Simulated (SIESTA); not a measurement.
Crystal: Mg5Ge.

```
Ge Mg
1.0
     2.70704    1.56291    5.07935
    -2.70704    1.56291    5.07935
     0.00000   -3.12583    5.07935
Ge Mg
1 5
Direct
  0.00000 0.00000 0.00000
  0.33289 0.33289 0.33289
  0.66711 0.66711 0.66711
  0.83884 0.50000 0.16115
  0.16115 0.83884 0.50000
  0.50000 0.16115 0.83884
```

The cell comes from a database or a generator and needn't be the stable form of this composition.

```yaml
Program: SIESTA 5.4.2
Task: single point
Functional: PBEsol
Potentials_or_basis: PseudoDojo 0.4 standard (PBEsol files)
Basis: DZP (energy shift 0.003 Ry; two zetas on semicore shells)
Grid_cutoff: 800 Ry
Energy_shift: 0.003 Ry
k_mesh: 6 × 6 × 6
Occupations: fermi-dirac, width 0.05 eV
Spin: no spin polarisation
```

On this cell: pressure 0.5 GPa; largest force 0.043 eV/Å; band gap on the k mesh none (metal or under the smearing width).

The same run follows on a disturbed copy (atoms moved at random, drawn with an rms of 0.05 Å):

```
CELL_PARAMETERS angstrom
2.70704 1.56291 5.07935
-2.70704 1.56291 5.07935
0.00000 -3.12583 5.07935
ATOMIC_POSITIONS crystal
Ge 0.99716 0.00002 0.00365
Mg 0.35482 0.32870 0.32396
Mg 0.67326 0.67340 0.65589
Mg 0.84444 0.49695 0.16069
Mg 0.16575 0.83712 0.50503
Mg 0.49457 0.16065 0.85215
```

Problem. What does the disturbed cell give?

Solution. The energy (extrapolated to zero smearing) moves by +4.1 meV/atom; pressure 0.6 GPa; largest force 0.308 eV/Å; band gap on the k mesh none (metal or under the smearing width).

Forces on the atoms (eV/Å):
```
Ge   0.095  0.094  0.039
Mg  -0.274 -0.136  0.039
Mg   0.136 -0.089  0.043
Mg  -0.027 -0.042  0.056
Mg  -0.067 -0.024 -0.035
Mg   0.137  0.199 -0.139
```

Stress tensor (GPa, compression positive):
```
0.51 0.12 0.03
0.12 0.69 0.00
0.03 0.00 0.66
```

Caveats: the basis of atomic orbitals isn't converged, which shifts pressures, moduli and gaps.
